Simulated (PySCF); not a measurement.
# CH5F3GaN: NMR shifts at several levels of theory

How much do the NMR shifts of CH5F3GaN (`[NH3+][GaH2-][C](F)(F)F`) depend on the level of theory, and what does each level cost?

The runs use PySCF 2.14.0, with density-fitted response routines of our own; the level of theory stands in each step. All values are computed, except where a source is named. Atoms are numbered from 0 throughout.

## Step 1: The molecule as given

11 atoms, charge 0, multiplicity 1; geometry from: PBE0-D3(BJ)/def2-SVP.

Bonds of the start (Å): N0–Ga1 2.13, Ga1–C2 2.03, C2–F3 1.34, C2–F4 1.36, C2–F5 1.36, N0–H6 1.02, N0–H7 1.02, N0–H8 1.02, Ga1–H9 1.57, Ga1–H10 1.57.

## Step 2: NMR shieldings: HF/pcSseg-1

Job settings and geometry (Å):

```
{"job": {"kind": "nmr", "xc": "HF", "basis": "pcSseg-1", "pop": false}, "charge": 0, "multiplicity": 1}
N      1.444060    -0.252572    -0.255715
Ga    -0.076320     1.048368     0.466673
C     -1.435108    -0.379381    -0.022794
F     -2.727252    -0.120857     0.212543
F     -1.343968    -0.691582    -1.347271
F     -1.154745    -1.546386     0.623961
H      2.398518     0.098656    -0.188093
H      1.249080    -0.467860    -1.234803
H      1.388375    -1.132201     0.260372
H      0.271750     1.156128     1.995005
H      0.023686     2.261895    -0.525670
```

With the program's defaults for keys left out, this is: GIAO HF/pcSseg-1 NMR shielding, non-relativistic, gas phase.

Run with:

```bash
$ OMP_NUM_THREADS=1 python probes_run.py task.json out
```

The driver reads the jobs from task.json and runs them one after another.

What it wrote:

```text
final grid: 97168 points
cycle   1  E = -2316.3585243764  dE = -2.662e-02  |g| = 9.451e-01  |ddm| = 2.844e+00
cycle   2  E = -2316.4808989838  dE = -1.224e-01  |g| = 5.867e-01  |ddm| = 8.173e-01
cycle   3  E = -2316.5278058041  dE = -4.691e-02  |g| = 6.624e-02  |ddm| = 2.867e-01
cycle   4  E = -2316.5294999161  dE = -1.694e-03  |g| = 2.105e-02  |ddm| = 1.000e-01
cycle   5  E = -2316.5296590060  dE = -1.591e-04  |g| = 6.789e-03  |ddm| = 3.038e-02
cycle   6  E = -2316.5296743623  dE = -1.536e-05  |g| = 2.646e-03  |ddm| = 9.490e-03
cycle   7  E = -2316.5296764147  dE = -2.052e-06  |g| = 6.705e-04  |ddm| = 3.634e-03
cycle   8  E = -2316.5296765997  dE = -1.851e-07  |g| = 1.480e-04  |ddm| = 1.308e-03
cycle   9  E = -2316.5296766133  dE = -1.358e-08  |g| = 4.330e-05  |ddm| = 3.723e-04
cycle  10  E = -2316.5296766141  dE = -7.940e-10  |g| = 1.595e-05  |ddm| = 7.107e-05
converged SCF energy = -2316.5296766141

GIAO shielding tensors (ppm)
atom      isotropic    diamagn.    paramagn.     s11        s22        s33       span
  0 N      248.706     320.278     -71.572    233.704    251.024    261.390     27.686
  1 Ga    1696.975    2634.708    -937.733   1614.110   1641.792   1835.022    220.912
  2 C       64.783     247.230    -182.447     47.748     53.484     93.116     45.368
  3 F      296.030     473.148    -177.118    184.136    336.049    367.905    183.769
  4 F      293.756     477.417    -183.661    181.971    323.385    375.913    193.942
  5 F      293.841     477.374    -183.534    182.076    323.499    375.947    193.870
  6 H       29.779      29.192       0.587     22.751     24.190     42.396     19.645
  7 H       29.246      30.786      -1.541     21.895     26.431     39.411     17.516
  8 H       29.245      30.805      -1.560     21.872     26.473     39.388     17.516
  9 H       27.880      27.860       0.020     22.191     22.978     38.471     16.280
 10 H       27.883      27.864       0.020     22.182     22.987     38.481     16.300
```

Run time: 8.6 s. Hardware: 1 thread of Arm Neoverse V1, shared host; peak memory 0.83 GiB.

The references, computed at this level on geometries of the same kind, shield at (ppm): 1H TMS 31.69, 13C TMS 190.8, 19F CFCl3 246.4, 15N NH3 265.7, 71Ga GaH4- 1839. Their shielding less the atom's gives the shift. The references are single molecules in the gas phase, so shifts against H2O, NH3, PH3, H3PO4 or CFCl3 are not on the usual liquid scales and can be off by tens of ppm. Shifts against hydride references such as AlH4− lie on their own scale. Atoms listed in one row are averaged.

```csv
atoms,environment,σ (ppm),δ (ppm)
C2,CF3 carbon,64.8,126.1
"H9, H10","hydrogen on a Ga bonded to C, N",27.88,3.80
"H6, H7, H8",hydrogen on a donor nitrogen of a Lewis adduct,29.42,2.26
N0,donor nitrogen of a Lewis adduct,248.7,17.0
Ga1,"Ga bonded to C, N, 2 H",1697,142
"F3, F4, F5",fluorine of a CF3 group,294.5,-48.2
```

## Step 3: Nuclear shieldings: LDA/pcSseg-1

Settings changed since step 2:

```diff
@@ -1,2 +1,2 @@
-{"job": {"kind": "nmr", "xc": "HF", "basis": "pcSseg-1", "pop": false}, "charge": 0, "multiplicity": 1}
+{"job": {"kind": "nmr", "xc": "LDA", "basis": "pcSseg-1", "pop": false}, "charge": 0, "multiplicity": 1}
 N      1.444060    -0.252572    -0.255715
```

Method: GIAO LDA/pcSseg-1 NMR shielding, non-relativistic, gas phase.

What it wrote:

```text
coarse grid: 45976 points
cycle   1  E = -2314.1310823864  dE =  4.941e-02  |g| = 1.531e+00  |ddm| = 2.988e+00
cycle   2  E = -2313.7062034811  dE =  4.249e-01  |g| = 2.353e+00  |ddm| = 1.648e+00
cycle   3  E = -2314.3250942637  dE = -6.189e-01  |g| = 3.151e-01  |ddm| = 1.259e+00
cycle   4  E = -2314.3409012866  dE = -1.581e-02  |g| = 1.170e-01  |ddm| = 2.173e-01
cycle   5  E = -2314.3423897883  dE = -1.489e-03  |g| = 2.019e-02  |ddm| = 7.696e-02
cycle   6  E = -2314.3424902000  dE = -1.004e-04  |g| = 4.822e-03  |ddm| = 2.778e-02
cycle   7  E = -2314.3424938186  dE = -3.619e-06  |g| = 1.903e-03  |ddm| = 3.490e-03
final grid: 97168 points
cycle   8  E = -2314.3424857046  dE =  1.545e-06  |g| = 3.790e-03  |ddm| = 3.626e-03
cycle   9  E = -2314.3424791840  dE =  6.521e-06  |g| = 7.652e-03  |ddm| = 6.354e-03
cycle  10  E = -2314.3424878706  dE = -8.687e-06  |g| = 3.925e-04  |ddm| = 4.078e-03
cycle  11  E = -2314.3424878940  dE = -2.347e-08  |g| = 6.057e-05  |ddm| = 2.844e-04
cycle  12  E = -2314.3424878947  dE = -6.930e-10  |g| = 1.221e-05  |ddm| = 6.508e-05
converged SCF energy = -2314.3424878947

GIAO shielding tensors (ppm)
atom      isotropic    diamagn.    paramagn.     s11        s22        s33       span
  0 N      241.254     315.467     -74.212    227.331    241.725    254.707     27.376
  1 Ga    1422.534    2637.420   -1214.886   1312.419   1402.543   1552.639    240.220
  2 C       26.169     248.742    -222.573     15.282     20.863     42.362     27.080
  3 F      221.435     473.064    -251.629    117.935    250.035    296.336    178.401
  4 F      217.574     476.945    -259.371    113.226    229.428    310.068    196.842
  5 F      217.730     476.900    -259.170    113.474    229.606    310.110    196.636
  6 H       29.352      28.350       1.002     22.445     24.367     41.246     18.801
  7 H       28.856      29.799      -0.943     21.864     26.367     38.337     16.474
  8 H       28.854      29.814      -0.960     21.839     26.412     38.312     16.473
  9 H       26.180      27.268      -1.087     20.337     21.554     36.650     16.313
 10 H       26.183      27.272      -1.089     20.328     21.561     36.658     16.330
```

Wall time 17 s (1 thread of Arm Neoverse V1, shared host); peak memory 0.83 GiB.

This run: δ C2 154.6, N0 30.7, Ga1 231, F3 -79.7, H9 4.65, H6 1.81 ppm (means over like atoms).

## Step 4: Shielding tensors: PBE/pcSseg-1

Settings changed since step 3:

```diff
@@ -1,2 +1,2 @@
-{"job": {"kind": "nmr", "xc": "LDA", "basis": "pcSseg-1", "pop": false}, "charge": 0, "multiplicity": 1}
+{"job": {"kind": "nmr", "xc": "PBE", "basis": "pcSseg-1", "pop": false}, "charge": 0, "multiplicity": 1}
 N      1.444060    -0.252572    -0.255715
```

With the program's defaults for keys left out, this is: GIAO PBE/pcSseg-1 NMR shielding, non-relativistic, gas phase.

What it wrote:

```text
coarse grid: 45976 points
cycle   1  E = -2319.1477018395  dE =  6.136e-02  |g| = 1.488e+00  |ddm| = 2.999e+00
cycle   2  E = -2318.7174493196  dE =  4.303e-01  |g| = 2.321e+00  |ddm| = 1.699e+00
cycle   3  E = -2319.3462033375  dE = -6.288e-01  |g| = 2.865e-01  |ddm| = 1.258e+00
cycle   4  E = -2319.3590313126  dE = -1.283e-02  |g| = 1.133e-01  |ddm| = 1.984e-01
cycle   5  E = -2319.3604551642  dE = -1.424e-03  |g| = 1.727e-02  |ddm| = 7.169e-02
cycle   6  E = -2319.3605274023  dE = -7.224e-05  |g| = 4.255e-03  |ddm| = 2.237e-02
cycle   7  E = -2319.3605302386  dE = -2.836e-06  |g| = 1.568e-03  |ddm| = 3.013e-03
final grid: 97168 points
cycle   8  E = -2319.3604878258  dE =  9.592e-07  |g| = 2.977e-03  |ddm| = 3.102e-03
cycle   9  E = -2319.3604840075  dE =  3.818e-06  |g| = 5.777e-03  |ddm| = 5.090e-03
cycle  10  E = -2319.3604892497  dE = -5.242e-06  |g| = 2.842e-04  |ddm| = 3.228e-03
cycle  11  E = -2319.3604892623  dE = -1.259e-08  |g| = 5.341e-05  |ddm| = 2.094e-04
cycle  12  E = -2319.3604892628  dE = -5.093e-10  |g| = 7.863e-06  |ddm| = 4.835e-05
converged SCF energy = -2319.3604892628

GIAO shielding tensors (ppm)
atom      isotropic    diamagn.    paramagn.     s11        s22        s33       span
  0 N      236.432     315.039     -78.606    222.886    237.740    248.671     25.785
  1 Ga    1465.786    2637.414   -1171.629   1372.723   1429.982   1594.652    221.929
  2 C       31.025     249.238    -218.213     21.099     25.962     46.015     24.916
  3 F      226.924     473.346    -246.422    124.471    251.122    305.179    180.708
  4 F      223.781     477.247    -253.466    119.870    232.494    318.978    199.107
  5 F      223.924     477.201    -253.277    120.088    232.683    319.002    198.914
  6 H       29.723      28.793       0.930     23.138     24.868     41.162     18.024
  7 H       29.231      30.288      -1.057     22.515     26.889     38.289     15.773
  8 H       29.229      30.304      -1.075     22.491     26.931     38.264     15.773
  9 H       26.873      27.910      -1.037     21.086     22.257     37.276     16.190
 10 H       26.875      27.914      -1.039     21.077     22.264     37.285     16.208
```

It took 20 s on 1 thread of Arm Neoverse V1, shared host; peak memory 0.93 GiB.

This run: δ C2 149.0, N0 28.6, Ga1 198, F3 -80.1, H9 4.32, H6 1.80 ppm (means over like atoms).

## Step 5: NMR shieldings: BLYP/pcSseg-1

Settings changed since step 4:

```diff
@@ -1,2 +1,2 @@
-{"job": {"kind": "nmr", "xc": "PBE", "basis": "pcSseg-1", "pop": false}, "charge": 0, "multiplicity": 1}
+{"job": {"kind": "nmr", "xc": "BLYP", "basis": "pcSseg-1", "pop": false}, "charge": 0, "multiplicity": 1}
 N      1.444060    -0.252572    -0.255715
```

With the program's defaults for keys left out, this is: GIAO BLYP/pcSseg-1 NMR shielding, non-relativistic, gas phase.

What it wrote:

```text
coarse grid: 45976 points
cycle   1  E = -2319.8251343362  dE =  8.353e-02  |g| = 1.555e+00  |ddm| = 2.996e+00
cycle   2  E = -2319.3156421256  dE =  5.095e-01  |g| = 2.481e+00  |ddm| = 1.820e+00
cycle   3  E = -2320.0461796145  dE = -7.305e-01  |g| = 3.122e-01  |ddm| = 1.350e+00
cycle   4  E = -2320.0612010204  dE = -1.502e-02  |g| = 1.182e-01  |ddm| = 2.107e-01
cycle   5  E = -2320.0627204024  dE = -1.519e-03  |g| = 1.823e-02  |ddm| = 7.819e-02
cycle   6  E = -2320.0628042779  dE = -8.388e-05  |g| = 4.864e-03  |ddm| = 2.466e-02
cycle   7  E = -2320.0628079557  dE = -3.678e-06  |g| = 1.672e-03  |ddm| = 3.340e-03
final grid: 97168 points
cycle   8  E = -2320.0627718071  dE =  1.145e-06  |g| = 3.237e-03  |ddm| = 3.463e-03
cycle   9  E = -2320.0627671450  dE =  4.662e-06  |g| = 6.349e-03  |ddm| = 5.656e-03
cycle  10  E = -2320.0627734961  dE = -6.351e-06  |g| = 2.986e-04  |ddm| = 3.581e-03
cycle  11  E = -2320.0627735098  dE = -1.369e-08  |g| = 5.871e-05  |ddm| = 2.275e-04
cycle  12  E = -2320.0627735104  dE = -6.016e-10  |g| = 9.867e-06  |ddm| = 5.542e-05
converged SCF energy = -2320.0627735104

GIAO shielding tensors (ppm)
atom      isotropic    diamagn.    paramagn.     s11        s22        s33       span
  0 N      231.667     314.092     -82.426    218.333    232.921    243.747     25.415
  1 Ga    1460.424    2637.184   -1176.759   1367.328   1423.300   1590.645    223.317
  2 C       24.145     248.476    -224.331     13.050     18.299     41.086     28.036
  3 F      226.779     474.081    -247.302    122.651    250.365    307.321    184.669
  4 F      223.858     478.103    -254.245    118.163    231.732    321.679    203.515
  5 F      224.002     478.055    -254.052    118.370    231.930    321.708    203.338
  6 H       29.852      28.873       0.979     23.465     25.109     40.982     17.517
  7 H       29.348      30.364      -1.017     22.799     27.117     38.126     15.326
  8 H       29.345      30.380      -1.035     22.776     27.159     38.101     15.326
  9 H       27.068      28.244      -1.176     21.302     22.461     37.442     16.140
 10 H       27.070      28.247      -1.177     21.292     22.468     37.450     16.158
```

Wall time 20 s (1 thread of Arm Neoverse V1, shared host); peak memory 0.93 GiB.

In short: δ C2 151.2, N0 30.9, Ga1 192, F3 -79.4, H9 4.29, H6 1.85 ppm (means over like atoms).

## Step 6: Shielding tensors: BP86/pcSseg-1

Settings changed since step 5:

```diff
@@ -1,2 +1,2 @@
-{"job": {"kind": "nmr", "xc": "BLYP", "basis": "pcSseg-1", "pop": false}, "charge": 0, "multiplicity": 1}
+{"job": {"kind": "nmr", "xc": "BP86", "basis": "pcSseg-1", "pop": false}, "charge": 0, "multiplicity": 1}
 N      1.444060    -0.252572    -0.255715
```

Method: GIAO BP86/pcSseg-1 NMR shielding, non-relativistic, gas phase.

What it wrote:

```text
coarse grid: 45976 points
cycle   1  E = -2320.1049498606  dE =  6.416e-02  |g| = 1.489e+00  |ddm| = 2.994e+00
cycle   2  E = -2319.6713506873  dE =  4.336e-01  |g| = 2.329e+00  |ddm| = 1.686e+00
cycle   3  E = -2320.3050093255  dE = -6.337e-01  |g| = 2.844e-01  |ddm| = 1.253e+00
cycle   4  E = -2320.3176576979  dE = -1.265e-02  |g| = 1.123e-01  |ddm| = 1.958e-01
cycle   5  E = -2320.3190492159  dE = -1.392e-03  |g| = 1.735e-02  |ddm| = 7.126e-02
cycle   6  E = -2320.3191218770  dE = -7.266e-05  |g| = 4.202e-03  |ddm| = 2.262e-02
cycle   7  E = -2320.3191247687  dE = -2.892e-06  |g| = 1.567e-03  |ddm| = 2.932e-03
final grid: 97168 points
cycle   8  E = -2320.3191003945  dE =  9.214e-07  |g| = 2.987e-03  |ddm| = 3.139e-03
cycle   9  E = -2320.3190965541  dE =  3.840e-06  |g| = 5.778e-03  |ddm| = 5.072e-03
cycle  10  E = -2320.3191018073  dE = -5.253e-06  |g| = 2.783e-04  |ddm| = 3.208e-03
cycle  11  E = -2320.3191018195  dE = -1.216e-08  |g| = 5.192e-05  |ddm| = 2.049e-04
cycle  12  E = -2320.3191018200  dE = -4.870e-10  |g| = 7.609e-06  |ddm| = 4.750e-05
converged SCF energy = -2320.3191018200

GIAO shielding tensors (ppm)
atom      isotropic    diamagn.    paramagn.     s11        s22        s33       span
  0 N      235.838     315.822     -79.984    222.080    237.289    248.145     26.065
  1 Ga    1460.346    2637.277   -1176.930   1367.118   1424.185   1589.736    222.618
  2 C       30.587     249.369    -218.782     20.367     25.250     46.143     25.776
  3 F      228.211     473.312    -245.101    126.049    252.337    306.247    180.197
  4 F      225.004     477.271    -252.267    121.197    234.322    319.491    198.294
  5 F      225.151     477.224    -252.073    121.426    234.520    319.507    198.081
  6 H       29.770      28.803       0.967     23.221     24.921     41.169     17.948
  7 H       29.263      30.365      -1.102     22.569     26.934     38.287     15.718
  8 H       29.261      30.381      -1.120     22.545     26.976     38.262     15.717
  9 H       26.891      27.919      -1.028     21.113     22.275     37.286     16.173
 10 H       26.893      27.923      -1.030     21.103     22.282     37.294     16.191
```

Wall time 20 s (1 thread of Arm Neoverse V1, shared host); peak memory 0.93 GiB.

This run: δ C2 149.2, N0 27.3, Ga1 199, F3 -81.4, H9 4.37, H6 1.83 ppm (means over like atoms).

## Step 7: Nuclear shieldings: OPBE/pcSseg-1

Settings changed since step 6:

```diff
@@ -1,2 +1,2 @@
-{"job": {"kind": "nmr", "xc": "BP86", "basis": "pcSseg-1", "pop": false}, "charge": 0, "multiplicity": 1}
+{"job": {"kind": "nmr", "xc": "OPBE", "basis": "pcSseg-1", "pop": false}, "charge": 0, "multiplicity": 1}
 N      1.444060    -0.252572    -0.255715
```

Method: GIAO OPBE/pcSseg-1 NMR shielding, non-relativistic, gas phase.

What it wrote:

```text
coarse grid: 45976 points
cycle   1  E = -2320.2144065658  dE =  2.985e-04  |g| = 1.214e+00  |ddm| = 3.000e+00
cycle   2  E = -2319.9081948238  dE =  3.062e-01  |g| = 1.895e+00  |ddm| = 1.441e+00
cycle   3  E = -2320.3670453999  dE = -4.589e-01  |g| = 2.000e-01  |ddm| = 1.018e+00
cycle   4  E = -2320.3736039869  dE = -6.559e-03  |g| = 9.321e-02  |ddm| = 1.605e-01
cycle   5  E = -2320.3746305451  dE = -1.027e-03  |g| = 1.421e-02  |ddm| = 5.567e-02
cycle   6  E = -2320.3746709016  dE = -4.036e-05  |g| = 2.909e-03  |ddm| = 1.487e-02
cycle   7  E = -2320.3746721826  dE = -1.281e-06  |g| = 1.175e-03  |ddm| = 2.893e-03
final grid: 97168 points
cycle   8  E = -2320.3747232465  dE =  3.703e-07  |g| = 2.048e-03  |ddm| = 2.897e-03
cycle   9  E = -2320.3747215848  dE =  1.662e-06  |g| = 3.799e-03  |ddm| = 3.596e-03
cycle  10  E = -2320.3747239734  dE = -2.389e-06  |g| = 1.986e-04  |ddm| = 2.208e-03
cycle  11  E = -2320.3747239809  dE = -7.497e-09  |g| = 4.217e-05  |ddm| = 1.757e-04
cycle  12  E = -2320.3747239812  dE = -3.201e-10  |g| = 7.755e-06  |ddm| = 3.335e-05
converged SCF energy = -2320.3747239812

GIAO shielding tensors (ppm)
atom      isotropic    diamagn.    paramagn.     s11        s22        s33       span
  0 N      238.868     316.546     -77.678    226.097    240.552    249.955     23.859
  1 Ga    1494.374    2638.593   -1144.219   1410.245   1443.834   1629.044    218.799
  2 C       44.495     250.727    -206.233     35.933     39.934     57.617     21.683
  3 F      238.580     472.575    -233.995    140.331    262.044    313.363    173.032
  4 F      235.847     476.494    -240.647    135.418    245.697    326.427    191.008
  5 F      235.972     476.449    -240.476    135.615    245.891    326.411    190.796
  6 H       29.756      28.985       0.771     23.199     24.805     41.265     18.066
  7 H       29.241      30.502      -1.260     22.496     26.847     38.382     15.886
  8 H       29.238      30.517      -1.279     22.470     26.888     38.356     15.886
  9 H       27.110      27.867      -0.757     21.385     22.479     37.466     16.081
 10 H       27.112      27.871      -0.759     21.376     22.487     37.475     16.099
```

It took 20 s on 1 thread of Arm Neoverse V1, shared host; peak memory 0.93 GiB.

In short: δ C2 140.6, N0 25.2, Ga1 172, F3 -80.8, H9 4.12, H6 1.82 ppm (means over like atoms).

## Step 8: Shielding tensors: KT2/pcSseg-1

Settings changed since step 7:

```diff
@@ -1,2 +1,2 @@
-{"job": {"kind": "nmr", "xc": "OPBE", "basis": "pcSseg-1", "pop": false}, "charge": 0, "multiplicity": 1}
+{"job": {"kind": "nmr", "xc": "KT2", "basis": "pcSseg-1", "pop": false}, "charge": 0, "multiplicity": 1}
 N      1.444060    -0.252572    -0.255715
```

With the program's defaults for keys left out, this is: GIAO KT2/pcSseg-1 NMR shielding, non-relativistic, gas phase.

What it wrote:

```text
coarse grid: 45976 points
cycle   1  E = -2333.3816809843  dE =  7.244e-02  |g| = 1.186e+00  |ddm| = 2.912e+00
cycle   2  E = -2332.9626441664  dE =  4.190e-01  |g| = 2.043e+00  |ddm| = 1.530e+00
cycle   3  E = -2333.5603833303  dE = -5.977e-01  |g| = 1.659e-01  |ddm| = 1.089e+00
cycle   4  E = -2333.5650795849  dE = -4.696e-03  |g| = 8.154e-02  |ddm| = 1.575e-01
cycle   5  E = -2333.5659550871  dE = -8.755e-04  |g| = 1.773e-02  |ddm| = 5.746e-02
cycle   6  E = -2333.5660148340  dE = -5.975e-05  |g| = 4.233e-03  |ddm| = 1.797e-02
cycle   7  E = -2333.5660180741  dE = -3.240e-06  |g| = 1.061e-03  |ddm| = 4.353e-03
final grid: 97168 points
cycle   8  E = -2333.5659903601  dE =  3.559e-07  |g| = 1.879e-03  |ddm| = 2.445e-03
cycle   9  E = -2333.5659889417  dE =  1.418e-06  |g| = 3.489e-03  |ddm| = 3.544e-03
cycle  10  E = -2333.5659909963  dE = -2.055e-06  |g| = 2.110e-04  |ddm| = 2.122e-03
cycle  11  E = -2333.5659910049  dE = -8.617e-09  |g| = 5.543e-05  |ddm| = 2.026e-04
cycle  12  E = -2333.5659910054  dE = -4.702e-10  |g| = 8.960e-06  |ddm| = 4.027e-05
converged SCF energy = -2333.5659910054

GIAO shielding tensors (ppm)
atom      isotropic    diamagn.    paramagn.     s11        s22        s33       span
  0 N      238.685     315.949     -77.265    225.350    239.862    250.841     25.491
  1 Ga    1517.045    2641.704   -1124.658   1417.957   1488.293   1644.886    226.929
  2 C       40.392     250.084    -209.692     30.669     34.922     55.584     24.915
  3 F      225.223     474.801    -249.577    122.974    243.305    309.391    186.418
  4 F      222.526     478.518    -255.992    119.180    226.648    321.749    202.569
  5 F      222.663     478.473    -255.810    119.386    226.811    321.790    202.404
  6 H       29.658      28.705       0.952     23.071     24.793     41.109     18.038
  7 H       29.160      30.250      -1.090     22.432     26.786     38.261     15.829
  8 H       29.157      30.266      -1.109     22.408     26.828     38.235     15.828
  9 H       26.864      27.872      -1.008     21.146     22.294     37.151     16.004
 10 H       26.866      27.876      -1.009     21.138     22.302     37.160     16.022
```

Run time: 20 s. Hardware: 1 thread of Arm Neoverse V1, shared host; peak memory 0.93 GiB.

This run: δ C2 142.8, N0 25.6, Ga1 197, F3 -84.9, H9 4.31, H6 1.85 ppm (means over like atoms).

(Part 1 of 2 ends here.)
